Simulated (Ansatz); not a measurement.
# CaMgPdC6N6: the cost of one run

Method: DFT PBE, scalar-relativistic, plane waves, PAW, in Ansatz 0.2.0.

## Step 1: Starting point

It takes space group F-43m (No. 216, cubic). The conventional cell has a = 10.636 Å, b = 10.636 Å, c = 10.636 Å, α = 90.00°, β = 90.00°, γ = 90.00°. Around Ca (site symmetry -43m) lie 6 N at 2.21 Å. Mg (site symmetry -43m) has 12 N at 3.79 Å and 12 C at 3.83 Å as nearest neighbours. Pd (site symmetry -43m) is surrounded by 6 C at 1.94 Å. Around C (site symmetry 2mm) lie 1 N at 1.17 Å. N (site symmetry 2mm) is surrounded by 1 C at 1.17 Å.

As a file:

```cif
data_structure
_symmetry_space_group_name_H-M 'P 1'
_symmetry_Int_Tables_number 1
_cell_length_a 7.5208
_cell_length_b 7.5208
_cell_length_c 7.5208
_cell_angle_alpha 60.000
_cell_angle_beta 60.000
_cell_angle_gamma 60.000
_cell_volume 300.80
loop_
_atom_site_label
_atom_site_type_symbol
_atom_site_fract_x
_atom_site_fract_y
_atom_site_fract_z
_atom_site_occupancy
Ca1 Ca 0.50000 0.50000 0.50000 1
Mg1 Mg 0.75000 0.75000 0.75000 1
Pd1 Pd 0.00000 0.00000 0.00000 1
C1 C 0.81779 0.18221 0.18221 1
C2 C 0.18221 0.18221 0.81779 1
C3 C 0.81779 0.18221 0.81779 1
C4 C 0.18221 0.81779 0.81779 1
C5 C 0.81779 0.81779 0.18221 1
C6 C 0.18221 0.81779 0.18221 1
N1 N 0.70778 0.29222 0.29222 1
N2 N 0.29222 0.29222 0.70778 1
N3 N 0.70778 0.29222 0.70778 1
N4 N 0.29222 0.70778 0.70778 1
N5 N 0.70778 0.70778 0.29222 1
N6 N 0.29222 0.70778 0.29222 1
```

The cell is invented: cyanide-bridged rock-salt net of two metals, 1 guest cations a cell (F-43m, No. 216). Lengths come from tabulated atomic sizes and are only a guess.

## Step 2: A first look at the guess

Input file input.yaml:

```yaml
crystal:
  lattice:
    - [0.0, 5.318, 5.318]
    - [5.318, 0.0, 5.318]
    - [5.318, 5.318, 0.0]
  atoms:
    - { symbol: Ca, position: [0.5, 0.5, 0.5] }
    - { symbol: Mg, position: [0.75, 0.75, 0.75] }
    - { symbol: Pd, position: [0.0, 0.0, 0.0] }
    - { symbol: C, position: [0.81778864, 0.18221136, 0.18221136] }
    - { symbol: C, position: [0.18221136, 0.18221136, 0.81778864] }
    - { symbol: C, position: [0.81778864, 0.18221136, 0.81778864] }
    - { symbol: C, position: [0.18221136, 0.81778864, 0.81778864] }
    - { symbol: C, position: [0.81778864, 0.81778864, 0.18221136] }
    - { symbol: C, position: [0.18221136, 0.81778864, 0.18221136] }
    - { symbol: "N", position: [0.70778488, 0.29221512, 0.29221512] }
    - { symbol: "N", position: [0.29221512, 0.29221512, 0.70778488] }
    - { symbol: "N", position: [0.70778488, 0.29221512, 0.70778488] }
    - { symbol: "N", position: [0.29221512, 0.70778488, 0.70778488] }
    - { symbol: "N", position: [0.70778488, 0.70778488, 0.29221512] }
    - { symbol: "N", position: [0.29221512, 0.70778488, 0.29221512] }
basis:
  ecutwfc: 420
kpoints:
  mp_grid: { grid: [4, 4, 4] }
hamiltonian:
  xc: pbe
scf:
  occupations: { method: gaussian, width: 0.1 }
  lower_state_search: "off"
output:
  forces: true
  stress: true
  eigenvalues: true
```

Run with:

```sh
ansatz run input.yaml --threads 1 --pin off --max-ram 2560MiB --backend cpu --events-out ev --progress --plain --runs-dir out
```

What time and memory should one allow on 1 thread of Intel Xeon at 2.80GHz (Skylake/Cascade Lake), shared host?

About 9.3 s, with a peak of 0.59 GiB.
